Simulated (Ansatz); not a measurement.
## YSb, space group Fm-3m: the levels without and with spin-orbit coupling, step by step

With Ansatz 0.2.0, Python API.

The cells in order, each with its output:

In [1]:
```python
import warnings

import ansatz as az
import numpy as np
```

In [2]:
```python
MESH = (9, 9, 9)
SMEARING = 'fermi_dirac'

warnings.simplefilter('ignore', az.DeckWarning)
```

In [3]:
```python
vectors = np.array([
    [0.0, 3.095, 3.095],
    [3.095, 0.0, 3.095],
    [3.095, 3.095, 0.0],
])
structure = (
    az.Lattice.of(vectors)
    .atom('Y', (0.5, 0.5, 0.5))
    .atom('Sb', (0.0, 0.0, 0.0))
)
```

In [4]:
```python
[site.symbol for site in structure.resolved().sites]
```
Out [4]:
```text
['Y', 'Sb']
```

In [5]:
```python
job = (
    structure.calculation()
    .functional(az.Functional.PBESOL)
    .kpoints(*MESH)
    .occupations(SMEARING)
    .band_table()
)
for label, variant in (('scalar-relativistic', job), ('spin-orbit', job.spin(soc=True))):
    report = variant.run(threads=1, backend='cpu').report
    zero = report['band_edges_ev'][0] if report.get('band_edges_ev') else report['fermi_energy_ev']
    near = [round(e - zero, 3) for e in report['eigenvalues_ev'][0] if abs(e - zero) < 3]
    print(label)
    print('  band edges (eV):', [round(e, 3) for e in report.get('band_edges_ev') or []] or 'none reported')
    print('  levels at k =', report['kpoints_frac'][0], 'within 3 eV of the zero:', near)
```
```text
scalar-relativistic
  band edges (eV): none reported
  levels at k = [0.0, 0.0, 0.0] within 3 eV of the zero: [0.714, 0.714, 0.714, 1.06, 1.06, 1.06, 1.678]
spin-orbit
  band edges (eV): none reported
  levels at k = [0.0, 0.0, 0.0] within 3 eV of the zero: [0.134, 0.134, 0.953, 0.953, 0.953, 0.953, 1.019, 1.019, 1.019, 1.019, 1.072, 1.072, 1.657, 1.657]
```

Caveats:
- The computed bands are complete only to about 1.7 eV above the Fermi level.
- Of the deposited cell: the entry's cell lengths or inner coordinates differ somewhat from later room-temperature determinations.
- The starting cell is as deposited in a crystallographic database; the results hold for this polymorph, which needn't be the stable one.
- Gaps and levels are Kohn-Sham values on a finite set of k-points.
- With spin-orbit coupling each level holds one electron and, with inversion or at time-reversal points, comes in pairs; a window in energy can cut a split set.
- It ran for 12 s on 1 thread of Arm Neoverse V2 (shared host), peak memory 0.58 GiB.
